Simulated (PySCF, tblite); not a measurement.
# C4H12OSi2: geometry, infrared bands and NMR shifts

Wanted: the infrared bands and NMR shifts of C4H12OSi2 (`C[SiH2]CO[C@@H]1C[SiH2]1`), by calculation.

Programs: tblite 0.8.0 and PySCF 2.14.0, with density-fitted response routines of our own. Each step states its level of theory. These are calculated values for one molecule in the gas phase, unless marked as measured. Atoms are numbered from 0 throughout.

**1. Starting geometry**

19 atoms, charge 0, multiplicity 1; geometry from: force field or distance geometry start.

Bonds of the start (Å): C0–Si1 1.89, Si1–C2 1.83, C2–O3 1.41, O3–C4 1.38, C4–C5 1.52, C5–Si6 1.85, Si6–C4 1.85, C0–H7 1.09, C0–H8 1.13, C0–H9 1.08, Si1–H10 1.48, Si1–H11 1.47, C2–H12 1.11, C2–H13 1.11, C4–H14 1.13, C5–H15 1.11, C5–H16 1.11, Si6–H17 1.47, Si6–H18 1.47.

**2. Geometry optimisation with GFN2-xTB**

What the job is given:

```
{"job": {"kind": "relax", "xc": "GFN2-xTB", "basis": "xTB"}, "charge": 0, "multiplicity": 1}
C      3.473700     0.089500    -0.272900
Si     2.002200    -1.082200    -0.494400
C      0.512600    -0.017200    -0.543300
O     -0.592800    -0.539600     0.161000
C     -1.607500     0.389200     0.011300
C     -2.512600     0.682700     1.195400
Si    -3.362900    -0.119200    -0.243800
H      3.766500     0.434600    -1.268100
H      3.062500     0.953400     0.328100
H      4.284600    -0.348000     0.295800
H      2.248100    -1.795900    -1.768900
H      2.003800    -2.079400     0.590500
H      0.165200     0.194200    -1.573700
H      0.704400     0.962800    -0.057600
H     -1.302400     1.281600    -0.618900
H     -2.295700     0.063300     2.092000
H     -2.605700     1.769000     1.399300
H     -4.245000     0.711700    -1.079400
H     -3.708800    -1.541300    -0.144600
```

The run is started by

```
> OMP_NUM_THREADS=1 python probes_run.py task.json out
```

The driver reads the jobs from task.json and runs them one after another.

**Question.** This job is followed by: GFN2-xTB harmonic vibrations, gas phase; GIAO PBE0/pcSseg-1 NMR shielding, non-relativistic, gas phase. Predict these results of the whole session: strongest single infrared mode (GFN2-xTB); zero-point energy (GFN2-xTB); ¹³C shifts against TMS (PBE0/pcSseg-1); ¹H shifts against TMS (PBE0/pcSseg-1, means over atoms taken as alike); ²⁹Si shifts against TMS (PBE0/pcSseg-1); ¹⁷O shifts against H2O (PBE0/pcSseg-1); surface potential, 1st and 99th percentile.

The runs gave:

| quantity | value |
| --- | --- |
| strongest single infrared mode (GFN2-xTB) | 2226 cm⁻¹, 393 km/mol |
| zero-point energy (GFN2-xTB) | 89.5 kcal/mol |
| ¹³C shifts against TMS (PBE0/pcSseg-1) | 68.5, 67.7, 4.2, -8.8 ppm |
| ¹H shifts against TMS (PBE0/pcSseg-1, means over atoms taken as alike) | 4.22, 4.08, 4.03, 3.58, 3.24, 2.54, 2.44, 1.06, 1.00, 0.04 ppm |
| ²⁹Si shifts against TMS (PBE0/pcSseg-1) | -44.7, -155.3 ppm |
| ¹⁷O shifts against H2O (PBE0/pcSseg-1) | 35.8 ppm |
| surface potential, 1st and 99th percentile | -1.31 V and 0.91 V |

**Reading.** Over 203 steps the energy fell by 0.726 eV; of the close pairs, Si1–C2 changed most, 1.832 to 1.907 Å. No mode is imaginary among the 51: a minimum at this level. The strongest single mode, at 2226 cm⁻¹, moves mainly H10. Unscaled tight-binding wavenumbers are off by several per cent, some by more. Its intensities can rank the bands wrongly. At PBE0/pcSseg-1: Shielding is most anisotropic at Si6 (span 295 ppm, paramagnetic term -378 ppm).
